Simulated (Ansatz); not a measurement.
# SmSF: the cost of one run

Program: Ansatz 0.2.0. Level of theory: DFT LDA+U (U_eff = 4 eV on Sm f), plane waves, PAW, no spin–orbit coupling unless a run says so. These are calculated values, not measurements.

2 further runs of the same task are left out: 2 that didn't finish.

## Step 1: The starting structure

It takes space group P4/nmm (No. 129, tetragonal). The conventional cell has a = 3.872 Å, b = 3.872 Å, c = 6.875 Å, α = 90.00°, β = 90.00°, γ = 90.00°. Around Sm (site symmetry 4mm) lie 4 F at 2.50 Å and 5 S at 2.86 to 2.88 Å. S (site symmetry 4mm) has 5 Sm at 2.86 to 2.88 Å as nearest neighbours. Around F (site symmetry -4m2) lie 4 Sm at 2.50 Å.

Structure file:

```
CELL_PARAMETERS angstrom
3.87230 0.00000 0.00000
0.00000 3.87230 0.00000
0.00000 0.00000 6.87550
ATOMIC_POSITIONS crystal
Sm 0.50000 0.00000 0.22960
Sm 0.00000 0.50000 0.77040
S 0.50000 0.00000 0.64870
S 0.00000 0.50000 0.35130
F 0.00000 0.00000 0.00000
F 0.50000 0.50000 0.00000
```

An earlier series on this cell reached its lowest free state from «ferromagnetic start, free, symmetry kept, no search», perhaps among other starts.

## Step 2: No spin polarisation

Input file input.yaml:

```yaml
crystal:
  lattice:
    - [3.87229988, 0.0, 0.0]
    - [0.0, 3.87229988, 0.0]
    - [0.0, 0.0, 6.87549978]
  atoms:
    - { symbol: Sm, position: [0.5, 0.0, 0.2296] }
    - { symbol: Sm, position: [0.0, 0.5, 0.7704] }
    - { symbol: S, position: [0.5, 0.0, 0.6487] }
    - { symbol: S, position: [0.0, 0.5, 0.3513] }
    - { symbol: F, position: [0.0, 0.0, 0.0] }
    - { symbol: F, position: [0.5, 0.5, 0.0] }
basis:
  ecutwfc: 420
  ecutrho_ratio: 4
kpoints:
  mp_grid: { grid: [5, 5, 3] }
hamiltonian:
  xc: lda
  hubbard:
    sites: [{ site: 0, l: f, u_eff: 4.0 }, { site: 1, l: f, u_eff: 4.0 }]
scf:
  occupations: { method: gaussian, width: 0.05 }
  lower_state_search: "off"
  max_iter: 150
output:
  forces: true
  stress: true
  eigenvalues: true
  populations: true
  hubbard: { sites: [{ site: 0, l: f }, { site: 1, l: f }] }
```

Command:

```bash
$ ansatz run input.yaml --threads 4 --pin off --max-ram 6144MiB --backend cpu --events-out ev --progress --plain --runs-dir out
```

Q: Estimate wall time and peak memory on 4 threads of Intel Xeon Platinum 8375C at 2.90GHz (Ice Lake), shared host.

About 5.6 s, with a peak of 0.54 GiB.
